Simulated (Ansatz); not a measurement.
# MgRuO: the cost of one run

Computed with Ansatz 0.2.0 (DFT PBE, scalar-relativistic, plane waves, PAW, unless a step's input says otherwise).

## 1. Starting point

The structure is tetragonal, space group P4/mmm (No. 123). Conventional cell: a = 5.361 Å, b = 5.361 Å, c = 2.920 Å, α = 90.00°, β = 90.00°, γ = 90.00°. Mg (site symmetry 4/mmm) is surrounded by 2 O at 1.46 Å. Ru (site symmetry 4/mmm) has 2 Ru at 2.92 Å in its first shell of neighbours. Around O (site symmetry 4/mmm) lie 2 Mg at 1.46 Å.

Coordinates:

```
Mg Ru O
1.0
     5.36131    0.00000    0.00000
     0.00000    5.36131    0.00000
     0.00000    0.00000    2.91995
Mg Ru O
1 1 1
Cartesian
  2.6807 2.6807 1.4600
  0.0000 0.0000 0.0000
  2.6807 2.6807 0.0000
```

The cell is invented: random cell by space group and Wyckoff sites (P4/mmm, No. 123). The dimensions are guesses.

## 2. A first look at the guess

Input file input.yaml:

```yaml
crystal:
  lattice:
    - [5.36130839, 0.0, 0.0]
    - [0.0, 5.36130839, 0.0]
    - [0.0, 0.0, 2.91994982]
  atoms:
    - { symbol: Mg, position: [0.5, 0.5, 0.5] }
    - { symbol: Ru, position: [0.0, 0.0, 0.0], spin: 1.0 }
    - { symbol: O, position: [0.5, 0.5, 0.0] }
basis:
  ecutwfc: 420
kpoints:
  mp_grid: { grid: [4, 4, 6] }
hamiltonian:
  xc: pbe
scf:
  occupations: { method: gaussian, width: 0.1 }
  lower_state_search: "off"
output:
  forces: true
  stress: true
  eigenvalues: true
  populations: true
magnetization:
  spin_polarized: true
```

Started as:

```console
> ansatz run input.yaml --threads 1 --pin off --max-ram 2560MiB --backend cpu --events-out ev --progress --plain --runs-dir out
```

Q: Estimate wall time and peak memory on 1 thread of Intel Xeon at 2.50GHz (Skylake/Cascade Lake), shared host.

About 20 s, with a peak of 0.39 GiB.
